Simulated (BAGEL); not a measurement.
**GeH2 (SMILES [GeH2]), step by step**

Aim: a single-point energy (HF/cc-pVDZ), then the energy (NEVPT2(2,2)/cc-pVDZ), then the energy (CASPT2(2,2)/cc-pVDZ) of GeH2. 

Program for the calculation: BAGEL 1.2.2.

### 1 The molecule

The species is GeH2 (3 atoms), meant as a singlet with charge 0. SMILES: `[GeH2]`. The Ge1–H3 distance was set to 3.029 Å, away from the relaxed value. At this shape a bond of the SMILES string is far longer than usual.

Bond lengths: Ge1–H2 1.595 Å.

### 2 A single-point energy at HF/cc-pVDZ (density fitting with svp-jkfit) (run 1)

calc.json

```json
{ "bagel": [

{
  "title": "molecule",
  "basis": "cc-pvdz.json",
  "df_basis": "svp-jkfit",
  "angstrom": "false",
  "geometry": [
    { "atom": "Ge", "xyz": [    -1.68483068,     3.40810784,    -0.52961464 ] },
    { "atom": "H", "xyz": [     0.87215774,     4.04778013,     0.93057673 ] },
    { "atom": "H", "xyz": [    -0.40232269,    -2.17072840,    -0.46354982 ] }
  ]
},

{ "title": "hf" },

{ "title": "print", "file": "orbitals.molden", "orbitals": "true" }

]}
```

The basis set cc-pVDZ is read from a file made from the Basis Set Exchange's data (not shown).

Run with:

```console
$ BAGEL_NUM_THREADS=1 BAGEL calc.json > calc.out
```

The program printed:

```text
* using 1 threads per process

  ===============================================================
  ===============================================================

  *** Geometry ***

  { "atom" : "Ge", "xyz" : [     -1.684831,      3.408108,     -0.529615 ] },
  { "atom" : "H", "xyz" : [      0.872158,      4.047780,      0.930577 ] },
  { "atom" : "H", "xyz" : [     -0.402323,     -2.170728,     -0.463550 ] },

  Number of auxiliary basis functions:      302

  Since a DF basis is specified, we compute 2- and 3-index integrals:
    o Being stored without compression. Storage requirement is 0.003 GB

  Number of basis functions:       37
  Number of electrons      :       34

    * METHOD: MOLECULE                             0.19

  *** RHF ***

  === Nuclear Repulsion ===
    16.3634939358

      * DIIS with orbital gradients will be used.

  === RHF iteration (cc-pvdz.json) ===
      0      -2076.24965057          0.01266185           0.03
      1      -2076.30476995          0.00519191           0.03
      2      -2076.31226503          0.00108095           0.03
      3      -2076.31282735          0.00022006           0.03
      4      -2076.31285719          0.00009040           0.03
      5      -2076.31286174          0.00001811           0.03
      6      -2076.31286187          0.00000354           0.03
      7      -2076.31286187          0.00000058           0.03
      8      -2076.31286187          0.00000016           0.03
      9      -2076.31286187          0.00000004           0.03
     10      -2076.31286187          0.00000000           0.03
    * SCF iteration converged.

    * Permanent dipole moment:
           (    0.342654,    -1.817249,    -0.019250) a.u.

    * METHOD: HF                                   0.59

    * METHOD: PRINT                                0.02

  ===============================================================
```

Wall time 1.6 s (1 thread of AMD EPYC 7R43 (Zen 3), shared host); peak memory 0.14 GiB.

### 3 A single-point energy at NEVPT2(2,2)/cc-pVDZ (density fitting with svp-jkfit) (run 2)

job.json

```json
{ "bagel" : [

{
  "title" : "molecule",
  "basis" : "cc-pvdz.json",
  "df_basis" : "svp-jkfit",
  "angstrom" : "false",
  "geometry" : [
    { "atom" : "Ge", "xyz" : [    -1.68483068,     3.40810784,    -0.52961464 ] },
    { "atom" : "H", "xyz" : [     0.87215774,     4.04778013,     0.93057673 ] },
    { "atom" : "H", "xyz" : [    -0.40232269,    -2.17072840,    -0.46354982 ] }
  ]
},

{
  "title" : "hf"
},

{
  "title" : "casscf",
  "nstate" : 1,
  "nact" : 2,
  "nclosed" : 16,
  "active" : [17, 19],
  "maxiter" : 200,
  "natocc" : "true"
},

{
  "title" : "nevpt2",
  "nstate" : 1,
  "nact" : 2,
  "nclosed" : 16,
  "active" : [17, 19],
  "maxiter" : 200,
  "natocc" : "true",
  "ncore" : 9
},

{
  "title" : "print",
  "file" : "orbitals.molden",
  "orbitals" : "true"
}

]}
```

The basis set cc-pVDZ is read from a file made from the Basis Set Exchange's data (not shown).

Run with:

```console
$ BAGEL_NUM_THREADS=1 BAGEL job.json > job.out
```

The program printed:

```text
* using 1 threads per process

  ===============================================================
  ===============================================================

  *** Geometry ***

  { "atom" : "Ge", "xyz" : [     -1.684831,      3.408108,     -0.529615 ] },
  { "atom" : "H", "xyz" : [      0.872158,      4.047780,      0.930577 ] },
  { "atom" : "H", "xyz" : [     -0.402323,     -2.170728,     -0.463550 ] },

  Number of auxiliary basis functions:      302

[... 21 lines left out ...]
    * SCF iteration converged.
[... 1 line left out ...]
    * Permanent dipole moment:
[... 27 lines left out ...]
    * Second-order optimization converged. *
[... 9 lines left out ...]
     * ci vector, state   0, <S^2> = 0.0000
[... 3 lines left out ...]
    * METHOD: CASSCF                               1.36

    * freezing 9 orbitals

  === DF-NEVPT2 calculation ===

    * 3-index integral transformation done
    * assembly done

      NEVPT2 correlation energy:   -0.0816079283      0.03

          (+0)     -0.0565821635
          (+0)'    -0.0067346292
          (+1)     -0.0038238415
          (+1)'    -0.0000000000
          (+2)     -0.0003320894
          (-1)     -0.0129376732
          (-1)'     0.0000000000
          (-2)     -0.0011975315

      NEVPT2 total energy:       -2076.4560491039

    * METHOD: NEVPT2                               0.07

    * METHOD: PRINT                                0.01

  ===============================================================
```

It took 2.8 s on 1 thread of AMD EPYC 7R43 (Zen 3), shared host; peak memory 0.14 GiB.

### 4 A single-point energy at CASPT2(2,2)/cc-pVDZ (density fitting with svp-jkfit) (run 3)

job.json

```json
{ "bagel": [

{
  "title": "molecule",
  "basis": "cc-pvdz.json",
  "df_basis": "svp-jkfit",
  "geometry": [
    { "atom": "Ge", "xyz": [    -1.68483068,     3.40810784,    -0.52961464 ] },
    { "atom": "H", "xyz": [     0.87215774,     4.04778013,     0.93057673 ] },
    { "atom": "H", "xyz": [    -0.40232269,    -2.17072840,    -0.46354982 ] }
  ]
},

{
  "title": "hf"
},

{
  "title": "casscf",
  "nstate": 1,
  "nact": 2,
  "nclosed": 16,
  "active": [17, 19],
  "maxiter": 200,
  "natocc": true
},

{
  "title": "print",
  "file": "orbitals.molden",
  "orbitals": true
},

{
  "title": "smith",
  "method": "caspt2",
  "ms": true,
  "xms": true,
  "sssr": true,
  "shift": 0.2,
  "shift_imag": true,
  "ncore": 9
}

]}
```

The basis set cc-pVDZ is read from a file made from the Basis Set Exchange's data (not shown).

Run with:

```console
$ BAGEL_NUM_THREADS=1 BAGEL job.json > job.out
```

The program printed:

```text
* using 1 threads per process

  ===============================================================
  ===============================================================

  *** Geometry ***

  { "atom" : "Ge", "xyz" : [     -1.684831,      3.408108,     -0.529615 ] },
  { "atom" : "H", "xyz" : [      0.872158,      4.047780,      0.930577 ] },
  { "atom" : "H", "xyz" : [     -0.402323,     -2.170728,     -0.463550 ] },

  Number of auxiliary basis functions:      302

[... 23 lines left out ...]
    * Permanent dipole moment:
[... 37 lines left out ...]
     * ci vector, state   0, <S^2> = 0.0000
[... 21 lines left out ...]
       #      aibj      arbs      arbi      airj      risj      airs      arst      rist         Etot      error   time
[... 8 lines left out ...]
      ------------------------------------------------------------------------------------------------------------------

    * CASPT2 energy : state  0    -2076.4576759386
        w/o shift correction      -2076.4565600416
        reference weight              0.9584297417

    * METHOD: SMITH                                0.15

  ===============================================================
```

Run time: 3.3 s. Hardware: 1 thread of AMD EPYC 7R43 (Zen 3), shared host; peak memory 0.14 GiB.

### 5 Results

```
                                quantity           value
         run 1, HF/cc-pVDZ: total energy  -2076.31286 Eh
        run 1, HF/cc-pVDZ: dipole moment          4.70 D
          run 1, HF/cc-pVDZ: HOMO energy        -7.52 eV
          run 1, HF/cc-pVDZ: LUMO energy        -0.74 eV
        run 1, HF/cc-pVDZ: HOMO–LUMO gap         6.78 eV
run 2, NEVPT2(2,2)/cc-pVDZ: total energy  -2076.45605 Eh
run 3, CASPT2(2,2)/cc-pVDZ: total energy  -2076.45768 Eh
```

What this shows: One bond (run 1, HF/cc-pVDZ) is far stretched, which a spin-restricted single reference describes badly; a broken-symmetry solution may lie lower.
